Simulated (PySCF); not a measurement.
# CH8B2N2: the cost of one run

The runs use PySCF 2.14.0, with density-fitted response routines of our own; the level of theory stands in each step. All values are computed, except where a source is named. Atoms are numbered from 0 throughout.

## (1) Starting geometry

13 atoms, charge 0, multiplicity 1; geometry from: GFN2-xTB. The atoms were then displaced at random by about 0.01 Å, so the start is not that level's minimum.

Bonds of the start (Å): B0–N1 1.36, N1–C2 1.46, N1–B3 1.48, B3–N4 1.38, B0–H5 1.19, B0–H6 1.19, C2–H7 1.11, C2–H8 1.07, C2–H9 1.08, B3–H10 1.15, N4–H11 1.00, N4–H12 0.98.

## (2) Geometry optimisation at PBE0-D3(BJ)/def2-SVP

The job: settings as JSON, then the geometry in Å.

```
{"job": {"xc": "PBE0", "basis": "def2-SVP", "d3": "d3bj", "grid": 1, "shake": 0.01, "kind": "geom"}, "charge": 0, "multiplicity": 1}
B     -1.180580     1.447260     0.259370
N     -0.376000     0.361150     0.072730
C     -0.938510    -0.981900     0.171910
B      1.073030     0.493260    -0.215560
N      1.845970    -0.633750    -0.396920
H     -2.344100     1.318120     0.490660
H     -0.744660     2.547880     0.168700
H     -0.406630    -1.530030     0.975750
H     -0.785960    -1.521760    -0.737260
H     -1.985710    -0.939240     0.412170
H      1.512820     1.548980    -0.289940
H      1.532770    -1.577320    -0.330920
H      2.803380    -0.549540    -0.591020
```

On the command line:

```console
OMP_NUM_THREADS=1 python probes_run.py task.json out
```

One launch serves the whole session: the jobs run in the order shown.

**Question.** How long does this first job take on 1 thread of Arm Neoverse V1, shared host, and how much memory does it need?

About 23 s, with a peak of 0.47 GiB.
